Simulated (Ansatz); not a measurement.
**AgRh under changes of volume**

One of the cells (16.064 Å³/atom); the others are scaled copies at fixed shape and fractional positions:

```
Ag Rh
1.0
     2.77759    0.00000    0.00000
    -1.38879    2.40546    0.00000
     0.00000    0.00000    4.80860
Ag Rh
1 1
Cartesian
  0.0000 0.0000 2.4043
  1.3888 0.8018 0.0000
```

The cell comes from a database or a generator and needn't be the stable form of this composition.

```yaml
Program: Ansatz 0.2.0
Functional: PBE
Potentials_or_basis: Ansatz PAW
Cutoff: "420 eV (not typed: the program's choice for these potentials)"
k_mesh: 11 × 11 × 6
Occupations: fermi-dirac, width 0.05 eV
Spin: no spin polarisation
```

```csv
volume (Å³/atom),energy over the lowest point (meV/atom),pressure (GPa)
15.100,?,?
15.421,4.92,4.3
15.743,0.00,0.8
16.064,1.75,-2.3
16.385,9.33,-5.0
16.707,22.04,-7.4
17.028,39.22,-9.5
```

Problem. What does the run at 15.100 Å³/atom give?

Solution. Energy over the lowest point 17.44 meV/atom; pressure 8.4 GPa.

Worked out: A Birch-Murnaghan fit of order 3 (a polynomial in V^(-2/3)) to the other rows has its minimum at 15.81 Å³/atom with B0 = V·E''(V) = 158 GPa and B' = 5.4 at fixed shape and positions, which overstates the stiffness. It gives 17.39 meV/atom at 15.100 Å³/atom, against the run's 17.44, and -dE/dV = 8.3 GPa, against 8.4.

Energies are extrapolated to zero smearing.
